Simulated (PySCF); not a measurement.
# The bond of SnN, level by level

What are the lowest state that PBE0 finds, the bond length, vibrational wavenumber and bond energy of SnN, and how much do these hang on the method?

Program: PySCF 2.14.0. Level of theory: Sn cc-pVDZ-PP with ECP28, N cc-pVDZ, scalar-relativistic core potentials. These are calculated values, not measurements.

**1. Set-up**

A driver script around PySCF takes these settings:

```
atoms                         : Sn, N
charge                        : 0
basis                         : Sn cc-pVDZ-PP with ECP28, N cc-pVDZ
Hamiltonian                   : scalar-relativistic core potentials
basis functions               : 37
electrons treated             : 29
masses in u                   : 119.9022, 14.0031
levels                        : PBE0, PBE, r²SCAN, r²SCANh, M06-2X, BP86, HF, MP2, SCS-MP2, CCSD, CCSD(T)
grid                          : 80 radial by 434 angular points
occupations                   : held fixed by the projection of orbital angular momentum
dissociation limit            : Sn + N, each in its ground configuration
starting distance in angstrom : 2.005
values of 2S to try           : 1, 3, 5
```

Command:

```
$ OMP_NUM_THREADS=1 python dia.py task.json out
```

Further steps of the session: First curve: PBE0; Other states along the same grid; PBE (GGA); r²SCAN; r²SCANh (hybrid meta-GGA); M06-2X; BP86; ROHF; MP2 and coupled cluster.

Before running it: what results should come out? Wanted: for each run, Re; ωe; De; μ.

The runs gave:

Lowest PBE0 solution found, without spin–orbit coupling: ²Π (doublet), unpaired electrons π ↑. State 2 has its PBE0 minimum 0.09 eV higher. State 3 has its PBE0 minimum 1.04 eV higher. State 4 has its PBE0 minimum 1.52 eV higher. The other levels ran on the lowest alone.

```tsv
level	Re (Å)	ωe (cm⁻¹)	De (eV)	μ (D)
ROHF	1.918	821	-1.09	-3.87
ROHF-MP2	1.996	649	1.84	n/a
ROHF-SCS-MP2	1.997	644	1.79	n/a
ROHF-CCSD	1.990	659	1.47	n/a
ROHF-CCSD(T)	2.014	618	1.81	n/a
PBE	1.995	667	3.03	-2.83
BP86	1.995	667	3.09	-2.82
r²SCAN	1.984	640	2.40	-2.93
r²SCANh	1.986	611	2.19	-2.93
PBE0	1.979	619	2.31	-2.99
M06-2X	2.003	568	1.93	-2.81
```

De is counted to Sn + N in their ground configurations. A positive dipole means Sn(−)N(+). ⟨S²⟩ is off the pure value of 0.75 by over a tenth at r²SCAN 0.88, r²SCANh 0.97, PBE0 0.93, M06-2X 1.13.

In words: Bond lengths run from 1.918 Å (ROHF) to 2.014 Å (ROHF-CCSD(T)). Of the levels with a De here, ROHF gives the least (-1.09 eV) and BP86 the most (3.09 eV).

Correlated steps freeze 5 core orbitals. Spin–orbit coupling is left out, which matters for elements this heavy, above all for dissociation energies. A negative De means that the minimum lies above the separated atoms at that level. T1 is 0.035 near the minimum (highest on the curve 0.074), which may point to more than one leading configuration.
